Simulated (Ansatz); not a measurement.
# Cl4FHOW: basis-set convergence

An exercise on one series of results from a longer session: the logs are not shown, and one member is left open.

Program: Ansatz 0.2.0, Gaussian basis. Level of theory: one geometry, several basis sets. These are calculated values, not measurements.

The runs, in order: PBE0-D4/def2-SVP; ωB97M-V/def2-SVP; PBE0-D4/def2-QZVPP; ωB97M-V/def2-QZVPP; the functionals' def2-TZVPP values are taken from earlier runs.

1 further run of the same task is left out (for a known fault of the program).

### The relaxed structure

The geometry comes from an earlier relaxation with PBE0-D4 in a triple-zeta def2 set; it is a stationary point, not always the lowest conformer. W takes the def2 core potential; no spin-orbit term is included.

SMILES `[OH][W]([F])([Cl])([Cl])([Cl])[Cl]`, 8 atoms, charge 0, spin multiplicity 1.

Atoms are counted from 1 here; the program's logs count them from 0.

Bond lengths: O1–W2 1.856 Å, O1–H8 0.963 Å, W2–F3 1.873 Å, W2–Cl4 2.265 Å, W2–Cl5 2.290 Å, W2–Cl6 2.298 Å, W2–Cl7 2.298 Å. Angles: W2–O1–H8 128.3°, O1–W2–F3 83.9°, O1–W2–Cl4 92.1°, O1–W2–Cl5 171.1°, O1–W2–Cl6 91.9°, O1–W2–Cl7 91.8°, F3–W2–Cl4 176.0°, F3–W2–Cl5 87.2°, F3–W2–Cl6 89.5°, F3–W2–Cl7 89.6°, Cl4–W2–Cl5 96.7°, Cl4–W2–Cl6 90.6°, Cl4–W2–Cl7 90.6°, Cl5–W2–Cl6 88.1°, Cl5–W2–Cl7 88.1°, Cl6–W2–Cl7 176.1°.

Set-up of the first run:

Input file in.yaml:

```yaml
crystal:
  periodic: [false, false, false]
  atoms:
    - {symbol: O, position_ang: [-0.883064, -1.273796, 0.426251]}
    - {symbol: W, position_ang: [0.086023, 0.195519, -0.163482]}
    - {symbol: F, position_ang: [0.865952, 0.112004, 1.537826]}
    - {symbol: Cl, position_ang: [-0.943767, 0.172174, -2.181149]}
    - {symbol: Cl, position_ang: [1.435460, 2.000336, -0.571664]}
    - {symbol: Cl, position_ang: [-1.489873, 1.655907, 0.650994]}
    - {symbol: Cl, position_ang: [1.764164, -1.145589, -0.978897]}
    - {symbol: H, position_ang: [-0.834885, -1.716556, 1.280120]}
basis:
  gaussian: {orbitals: def2-SVP}
hamiltonian: {xc: pbe0, dispersion: d4}
output: {orbitals: {seedname: orbitals}}
```

Launch:

```
ansatz run in.yaml --threads 4 --pin off --events-out ev --progress --plain --max-ram 11315MiB
```

Steps of the session up to this table: PBE0-D4 in def2-SVP; ωB97M-V in def2-SVP; PBE0-D4 in def2-QZVPP; ωB97M-V in def2-QZVPP.

One of the session's tables, all rows but one given; the rest of the session is left out.

It belongs to the step «Density functionals: the series». 

| functional | basis | HOMO (eV) | LUMO (eV) |
| --- | --- | --- | --- |
| PBE0-D4 | def2-SVP | -9.00 | -4.84 |
| PBE0-D4 | def2-TZVPP | -8.95 | -4.71 |
| PBE0-D4 | def2-QZVPP | ? | ? |
| ωB97M-V | def2-SVP | -11.15 | -2.89 |
| ωB97M-V | def2-TZVPP | -11.13 | -2.80 |
| ωB97M-V | def2-QZVPP | -11.15 | -2.84 |

Q: Estimate the row for PBE0-D4, def2-QZVPP from the others.

The run gave: HOMO (eV): -8.96; LUMO (eV): -4.74. In the column «HOMO (eV)» it lies between PBE0-D4, def2-SVP (-9.00) and PBE0-D4, def2-TZVPP (-8.95).
